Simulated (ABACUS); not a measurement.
# CsLiCr2Te2S3 (R32) in ABACUS: a series of runs, part 2 of 3

ABACUS 3.10.1. The steps go on from the part before.

## (4) Single point, PBE, collinear spin, ferromagnetic start

Contents of run_abacus.py:

```python
"""ABACUS run from a structure file: ASE reads it, the script writes STRU, KPT and INPUT."""
import re
import subprocess
from ase.io import read
from ase.units import Bohr

atoms = read("POSCAR")
atoms = atoms[(-atoms.numbers).argsort(kind="stable")]  # ABACUS lists atoms element by element
pseudo = {'Cs': 'Cs.upf', 'Te': 'Te.upf', 'Cr': 'Cr.upf', 'S': 'S.upf', 'Li': 'Li.upf'}
orbital = {'Cs': 'Cs_confined-atom_10au_3s2p2d.orb', 'Te': 'Te_confined-atom_8au_2s2p2d.orb', 'Cr': 'Cr_confined-atom_7au_3s2p2d1f.orb', 'S': 'S_confined-atom_7au_2s2p1d.orb', 'Li': 'Li_confined-atom_8au_3s1p.orb'}
magmoms = [0.0, 0.0, 0.0, 3.0, 3.0, 0.0, 0.0, 0.0, 0.0]
kmesh = [4, 4, 4]
params = {
    'suffix': 'CsLiCr2Te2S3',
    'calculation': 'scf',
    'basis_type': 'lcao',
    'pseudo_dir': './',
    'orbital_dir': './',
    'symmetry': 1,
    'dft_functional': 'pbe',
    'ecutwfc': 100,
    'pseudo_rcut': 7,
    'nspin': 2,
    'nbands': 57,
    'ks_solver': 'genelpa',
    'smearing_method': 'fd',
    'smearing_sigma': 0.00367493,
    'scf_thr': 1e-07,
    'scf_nmax': 100,
    'mixing_type': 'broyden',
    'mixing_beta': 0.4,
    'cal_force': 1,
    'cal_stress': 1,
    'nupdown': 4.5,
    'out_mul': 1,
    'out_chg': 1,
    'out_pot': 2,
    'out_elf': 1,
}

symbols = atoms.get_chemical_symbols()
elements = list(dict.fromkeys(symbols))
lines = ["ATOMIC_SPECIES"] + [f"{e} {atoms.get_masses()[symbols.index(e)]:.4f} {pseudo[e]}" for e in elements]
if orbital:
    lines += ["", "NUMERICAL_ORBITAL"] + [orbital[e] for e in elements]
lines += ["", "LATTICE_CONSTANT", f"{1 / Bohr:.10f}", "", "LATTICE_VECTORS"]
lines += [" ".join(f"{x:.10f}" for x in v) for v in atoms.cell]
lines += ["", "ATOMIC_POSITIONS", "Direct"]
for e in elements:
    lines += ["", e, "0.0", str(symbols.count(e))]
    for i, p in enumerate(atoms.get_scaled_positions(wrap=False)):
        if symbols[i] == e:
            mag = "" if magmoms is None else " mag " + " ".join(str(x) for x in (magmoms[i] if isinstance(magmoms[i], list) else [magmoms[i]]))
            lines.append(" ".join(f"{x:.10f}" for x in p) + " 1 1 1" + mag)
open("STRU", "w").write("\n".join(lines) + "\n")
open("KPT", "w").write("K_POINTS\n0\nGamma\n%d %d %d 0 0 0\n" % tuple(kmesh))
open("INPUT", "w").write("INPUT_PARAMETERS\n" + "".join(f"{k:<20s}{v}\n" for k, v in params.items()))

done = subprocess.run(['mpirun', '-np', '4', 'abacus'])
if done.returncode:
    raise SystemExit(done.returncode)
log = open("OUT.CsLiCr2Te2S3/running_scf.log").read()
print("final energy (eV):", re.findall(r"FINAL_ETOT_IS (\S+)", log))
```

Contents of POSCAR:

```
CsLiCr2Te2S3
1.0
    3.3192900000      1.9163900000      6.8798200000
   -3.3192900000      1.9163900000      6.8798200000
    0.0000000000     -3.8327900000      6.8798200000
Cs Li Cr Te S
1 1 2 2 3
Direct
    0.0000000000      0.0000000000      0.0000000000
    0.5000000000      0.5000000000      0.5000000000
    0.7984800000      0.7984800000      0.7984800000
    0.2015200000      0.2015200000      0.2015200000
    0.6799000000      0.6799000000      0.6799000000
    0.3201000000      0.3201000000      0.3201000000
    0.1362600000      0.8637400000      0.5000000000
    0.5000000000      0.1362600000      0.8637400000
    0.8637400000      0.5000000000      0.1362600000
```

Potentials or basis: PseudoDojo NC SR 0.4.1 PBE standard, DZP LCAO (the cutoffs set its grid).

Started as:

```bash
OMP_NUM_THREADS=1 python run_abacus.py > log
```

running log:

```text
ABACUS v3.10.1

               Atomic-orbital Based Ab-initio Computation at UStc

 ------------------------------------------------------------------------------------

 READING GENERAL INFORMATION
                           global_out_dir = OUT.CsLiCr2Te2S3/
                           global_in_card = INPUT
                               pseudo_dir = ./
                              orbital_dir = ./
                                    DSIZE = 4
                                    GSIZE = 1

 READING UNITCELL INFORMATION
                                    ntype = 5
                  lattice constant (Bohr) = 1.88973
              lattice constant (Angstrom) = 1

 READING ATOM TYPE 1
                               atom label = Cs
                      L=0, number of zeta = 3
                      L=1, number of zeta = 2
                      L=2, number of zeta = 2
             number of atom for this type = 1
               magnetization of element 1 = 0

 READING ATOM TYPE 2
                               atom label = Te
                      L=0, number of zeta = 2
                      L=1, number of zeta = 2
                      L=2, number of zeta = 2
             number of atom for this type = 2
               magnetization of element 2 = 0

 READING ATOM TYPE 3
                               atom label = Cr
                      L=0, number of zeta = 3
                      L=1, number of zeta = 2
                      L=2, number of zeta = 2
                      L=3, number of zeta = 1
             number of atom for this type = 2
               magnetization of element 3 = 3

 READING ATOM TYPE 4
                               atom label = S
                      L=0, number of zeta = 2
                      L=1, number of zeta = 2
                      L=2, number of zeta = 1
             number of atom for this type = 3
               magnetization of element 4 = 0

 READING ATOM TYPE 5
                               atom label = Li
                      L=0, number of zeta = 3
                      L=1, number of zeta = 1
             number of atom for this type = 1
               magnetization of element 5 = 0

                        TOTAL ATOM NUMBER = 9
DIRECT COORDINATES
    atom                   x                   y                   z     mag                  vx                  vy                  vz
taud_Cs1            0.0000000000        0.0000000000        0.0000000000  0.0000        0.0000000000        0.0000000000        0.0000000000
taud_Te1            0.6799000000        0.6799000000        0.6799000000  0.0000        0.0000000000        0.0000000000        0.0000000000
taud_Te2            0.3201000000        0.3201000000        0.3201000000  0.0000        0.0000000000        0.0000000000        0.0000000000
taud_Cr1            0.7984800000        0.7984800000        0.7984800000  3.0000        0.0000000000        0.0000000000        0.0000000000
taud_Cr2            0.2015200000        0.2015200000        0.2015200000  3.0000        0.0000000000        0.0000000000        0.0000000000
taud_S1            0.1362600000        0.8637400000        0.5000000000  0.0000        0.0000000000        0.0000000000        0.0000000000
taud_S2            0.5000000000        0.1362600000        0.8637400000  0.0000        0.0000000000        0.0000000000        0.0000000000
taud_S3            0.8637400000        0.5000000000        0.1362600000  0.0000        0.0000000000        0.0000000000        0.0000000000
taud_Li1            0.5000000000        0.5000000000        0.5000000000  0.0000        0.0000000000        0.0000000000        0.0000000000

[... 294 lines left out ...]
         searching radius unit is (Bohr)) = 1.89
                         PeriodicBoundary = 1
                        Radius(unit:lat0) = 13
                                   glayer = [ 4, 4, 4 ]
                             glayer_minus = [ 3, 3, 3 ]

Find the coordinate range of the input atom(unit:lat0).
                                  min_tau = [ -22.3, -25.1, -61.9 ]
                                  max_tau = [ 21.1, 25.1, 78.4 ]
                                BoxNumber = [ 7, 7, 7 ]

 SETUP EXTENDED REAL SPACE GRID FOR GRID INTEGRATION
                          real space grid = [ 96, 96, 96 ]
                 big cell numbers in grid = [ 24, 24, 24 ]
             meshcell numbers in big cell = [ 4, 4, 4 ]
                        extended fft grid = [ 23, 23, 23 ]
                dimension of extened grid = [ 71, 71, 71 ]
                            UnitCellTotal = 27
              Atom number in sub-FFT-grid = 9
    Local orbitals number in sub-FFT-grid = 152
                                ParaV.nnr = 71748
                                 init_chg = atomic

 LCAO ALGORITHM --------------- ION=   1  ELEC=   1--------------------------------
          total magnetism (Bohr mag/cell) = 4.5
       absolute magnetism (Bohr mag/cell) = 4.75761

 Density error is 0.102920026077
----------------------------------------------------------
     Energy           Rydberg                 eV
----------------------------------------------------------
 E_KohnSham     -902.0292119217      -12272.7370445845
 E_Harris       -932.5504870400      -12688.0002964195
 E_Fermi_up     0.4949649007         6.7343429600
 E_Fermi_dw     0.3935799356         5.3549297430
----------------------------------------------------------
[... 299 lines left out ...]
 Density error is 8.8158377904e-08
----------------------------------------------------------
     Energy           Rydberg                 eV
----------------------------------------------------------
 E_KohnSham     -903.1602259114      -12288.1252793624
 E_KS(sigma->0) -903.1587221182      -12288.1048192060
 E_Harris       -903.1602258065      -12288.1252779354
 E_band         -103.6142171745      -1409.7437473822
 E_one_elec     -574.2589021836      -7813.1931969210
 E_Hartree      308.2179723561       4193.5206500499
 E_xc           -187.5146356138      -2551.2675027409
 E_Ewald        -449.6016528838      -6117.1443094375
 E_entropy(-TS) -0.0030075864        -0.0409203129
 E_descf        0.0000000000         0.0000000000
 E_exx          0.0000000000         0.0000000000
 E_Fermi_up     0.4154069398         5.6519013704
 E_Fermi_dw     0.3889991195         5.2926045416
----------------------------------------------------------

 charge density convergence is achieved
 final etot is -12288.125279 eV
 EFERMI = 0 eV
The vacuum level is 4.1263965559 eV

 STATE ENERGY(eV) AND OCCUPATIONS    NSPIN == 2
SPIN UP :
 1/36 kpoint (Cartesian) = 0.0000 0.0000 0.0000 (7466 pws)
       1       -67.4250      0.0156250
       2       -67.4248      0.0156250
       3       -40.5273      0.0156250
       4       -38.8536      0.0156250
       5       -38.8536      0.0156250
       6       -38.8512      0.0156250
[... 344 lines left out ...]
      56        10.6208    2.16719e-45
      57        10.8966    8.70713e-48

[... levels at 66 further k points ...]

-------------------------------------------------
 Total Magnetism (uB)
-------------------------------------------------
                        Cs1         0.0144475867
                        Te1        -0.3395268155
                        Te2        -0.3395269949
                        Cr1         2.7404140315
                        Cr2         2.7404131525
                         S1        -0.1090262178
                         S2        -0.1090261983
                         S3        -0.1090261987
                        Li1         0.0108576544
-------------------------------------------------

 correction force for each atom along direction 1 is -6.58718e-15
 correction force for each atom along direction 2 is 3.64013e-13
 correction force for each atom along direction 3 is -2.84854e-07
------------------------------------------------------------------------------------------
 TOTAL-FORCE (eV/Angstrom)
------------------------------------------------------------------------------------------
                       Cs1         0.0000000000         0.0000000000         0.0000058562
                       Te1        -0.0000011757         0.0000032319        -0.5885838873
                       Te2         0.0000011492        -0.0000032597         0.5884225444
                       Cr1         0.0000031140        -0.0000010470         0.3307178405
                       Cr2         0.0000005973         0.0000010760        -0.3306766020
                        S1         0.1573609721         0.0000570267         0.0000340574
                        S2        -0.0787319889         0.1362490600         0.0000357643
                        S3        -0.0786336616        -0.1363061117         0.0000323803
                       Li1         0.0000009746         0.0000000000         0.0000120462
------------------------------------------------------------------------------------------

----------------------------------------------------------------
 TOTAL-STRESS (KBAR)
----------------------------------------------------------------
         7.9455715496        -0.0000021050        -0.0000004695
        -0.0000021050         7.9455027664         0.0000449774
        -0.0000004695         0.0000449774        16.3360456875
----------------------------------------------------------------
 TOTAL-PRESSURE: 10.742373 KBAR

 --------------------------------------------
 !FINAL_ETOT_IS -12288.1252793624225887 eV
 --------------------------------------------
```

Run time: 79 s. Hardware: 4 MPI ranks of Intel Xeon 6975P-C (Granite Rapids), shared host; peak memory 1.8 GiB.

Results:

* Free energy: -12288.1253 eV
* Pressure: 1.1 GPa
* Largest force: 0.589 eV/Å
* Net moment: 4.50 μB per cell
* Absolute moment: 6.28 μB per cell
* Site moments: Cs +0.01; Te -0.34; Cr +2.74; S -0.11; Li +0.01 μB
* Mulliken charges: Cs +0.58; Te -0.32; Cr +0.40; S -0.40; Li +0.46 e

Forces on the atoms (eV/Å):
```
Cs   0.000  0.000  0.000
Te   0.000  0.000 -0.589
Te   0.000  0.000  0.588
Cr   0.000  0.000  0.331
Cr   0.000  0.000 -0.331
S    0.157  0.000  0.000
S   -0.079  0.136  0.000
S   -0.079 -0.136  0.000
Li   0.000  0.000  0.000
```

Caveat: the atomic orbitals were generated for these runs and aren't a published set; the moment is held away from its start; Mulliken charges move with the basis; the basis of atomic orbitals isn't converged, which shifts pressures, moduli and gaps; the total moment is fixed, so each spin has its own Fermi level; only a ferromagnetic start was run, and an antiferromagnetic order may lie lower in energy.

## (5) Single point, PBE, collinear spin, ferromagnetic start

Edit run_abacus.py of step 4 so:

```diff
@@ -33,7 +33,4 @@
     'cal_stress': 1,
-    'nupdown': 4.5,
+    'nupdown': 6.0,
     'out_mul': 1,
-    'out_chg': 1,
-    'out_pot': 2,
-    'out_elf': 1,
 }
```

POSCAR is that of step 4.

Potentials or basis: PseudoDojo NC SR 0.4.1 PBE standard, DZP LCAO (the cutoffs set its grid).

Started as:

```bash
OMP_NUM_THREADS=1 python run_abacus.py > log
```

running log:

```text
ABACUS v3.10.1

               Atomic-orbital Based Ab-initio Computation at UStc

 ------------------------------------------------------------------------------------

 READING GENERAL INFORMATION
                           global_out_dir = OUT.CsLiCr2Te2S3/
                           global_in_card = INPUT
                               pseudo_dir = ./
                              orbital_dir = ./
                                    DSIZE = 4
                                    GSIZE = 1

 READING UNITCELL INFORMATION
                                    ntype = 5
                  lattice constant (Bohr) = 1.88973
              lattice constant (Angstrom) = 1

 READING ATOM TYPE 1
                               atom label = Cs
                      L=0, number of zeta = 3
                      L=1, number of zeta = 2
                      L=2, number of zeta = 2
             number of atom for this type = 1
               magnetization of element 1 = 0

 READING ATOM TYPE 2
                               atom label = Te
[... 1035 lines left out ...]
      57        10.8346    1.31954e-45

[... levels at 66 further k points ...]

-------------------------------------------------
 Total Magnetism (uB)
-------------------------------------------------
                        Cs1         0.0346106125
                        Te1         0.1444012410
                        Te2         0.1444012694
                        Cr1         2.9515891608
                        Cr2         2.9515893151
                         S1        -0.0792342743
                         S2        -0.0792343688
                         S3        -0.0792343694
                        Li1         0.0111114136
-------------------------------------------------

 correction force for each atom along direction 1 is -3.34880e-13
 correction force for each atom along direction 2 is -6.51288e-14
 correction force for each atom along direction 3 is 3.60600e-08
------------------------------------------------------------------------------------------
 TOTAL-FORCE (eV/Angstrom)
------------------------------------------------------------------------------------------
                       Cs1         0.0000000000         0.0000000000        -0.0000006979
                       Te1        -0.0000011431         0.0000036596        -1.3841161666
                       Te2         0.0000011829        -0.0000036881         1.3841388238
                       Cr1         0.0000030473        -0.0000018017         1.0402399510
                       Cr2         0.0000005266         0.0000018324        -1.0402460677
                        S1         0.1950101327        -0.0000082134        -0.0000047931
                        S2        -0.0975000056         0.1688864118        -0.0000032176
                        S3        -0.0975146772        -0.1688782247        -0.0000063357
                       Li1         0.0000009694         0.0000000000        -0.0000014963
------------------------------------------------------------------------------------------

----------------------------------------------------------------
 TOTAL-STRESS (KBAR)
----------------------------------------------------------------
         9.0257753160         0.0000016452        -0.0000004781
         0.0000016452         9.0256973084         0.0000294177
        -0.0000004781         0.0000294177        35.3133177725
----------------------------------------------------------------
 TOTAL-PRESSURE: 17.788263 KBAR

 --------------------------------------------
 !FINAL_ETOT_IS -12287.7124960836226819 eV
 --------------------------------------------
```

INPUT:

```text
INPUT_PARAMETERS
suffix              CsLiCr2Te2S3
calculation         scf
basis_type          lcao
pseudo_dir          ./
orbital_dir         ./
symmetry            1
dft_functional      pbe
ecutwfc             100
pseudo_rcut         7
nspin               2
nbands              57
ks_solver           genelpa
smearing_method     fd
smearing_sigma      0.00367493
scf_thr             1e-07
scf_nmax            100
mixing_type         broyden
mixing_beta         0.4
cal_force           1
cal_stress          1
nupdown             6.0
out_mul             1
```

STRU:

```text
ATOMIC_SPECIES
Cs 132.9055 Cs.upf
Te 127.6000 Te.upf
Cr 51.9961 Cr.upf
S 32.0600 S.upf
Li 6.9400 Li.upf

NUMERICAL_ORBITAL
Cs_confined-atom_10au_3s2p2d.orb
Te_confined-atom_8au_2s2p2d.orb
Cr_confined-atom_7au_3s2p2d1f.orb
S_confined-atom_7au_2s2p1d.orb
Li_confined-atom_8au_3s1p.orb

LATTICE_CONSTANT
1.8897261258

LATTICE_VECTORS
3.3192900000 1.9163900000 6.8798200000
-3.3192900000 1.9163900000 6.8798200000
0.0000000000 -3.8327900000 6.8798200000

ATOMIC_POSITIONS
Direct

Cs
0.0
1
0.0000000000 -0.0000000000 -0.0000000000 1 1 1 mag 0.0

Te
0.0
2
0.6799000000 0.6799000000 0.6799000000 1 1 1 mag 0.0
0.3201000000 0.3201000000 0.3201000000 1 1 1 mag 0.0

Cr
0.0
2
0.7984800000 0.7984800000 0.7984800000 1 1 1 mag 3.0
0.2015200000 0.2015200000 0.2015200000 1 1 1 mag 3.0

S
0.0
3
0.1362600000 0.8637400000 0.5000000000 1 1 1 mag 0.0
0.5000000000 0.1362600000 0.8637400000 1 1 1 mag 0.0
0.8637400000 0.5000000000 0.1362600000 1 1 1 mag 0.0

Li
0.0
1
0.5000000000 0.5000000000 0.5000000000 1 1 1 mag 0.0
```

Run time: 71 s. Hardware: 4 MPI ranks of Intel Xeon 6975P-C (Granite Rapids), shared host; peak memory 1.7 GiB.

What came out:

```yaml
Free_energy: -12287.7125 eV
Pressure: 1.8 GPa
Largest_force: 1.384 eV/Å
Net_moment: 6.00 μB per cell
Absolute_moment: 6.56 μB per cell
Site_moments: Cs +0.03; Te +0.14; Cr +2.95; S -0.08; Li +0.01 μB
Mulliken_charges: Cs +0.57; Te -0.31; Cr +0.41; S -0.41; Li +0.46 e
```

Forces in eV/Å, atoms in the order of the input:
```
Cs   0.000  0.000  0.000
Te   0.000  0.000 -1.384
Te   0.000  0.000  1.384
Cr   0.000  0.000  1.040
Cr   0.000  0.000 -1.040
S    0.195  0.000  0.000
S   -0.098  0.169  0.000
S   -0.098 -0.169  0.000
Li   0.000  0.000  0.000
```

Stress tensor (GPa, compression positive):
```
0.90 0.00 0.00
0.00 0.90 0.00
0.00 0.00 3.53
```

Caveat: the atomic orbitals were generated for these runs and aren't a published set; Mulliken charges move with the basis; the basis of atomic orbitals isn't converged, which shifts pressures, moduli and gaps; the total moment is fixed, so each spin has its own Fermi level; only a ferromagnetic start was run, and an antiferromagnetic order may lie lower in energy; forces of over 1 eV/Å show positions far from the minimum, so gaps and moduli don't describe the material at rest.

(Continued in part 3 of 3.)
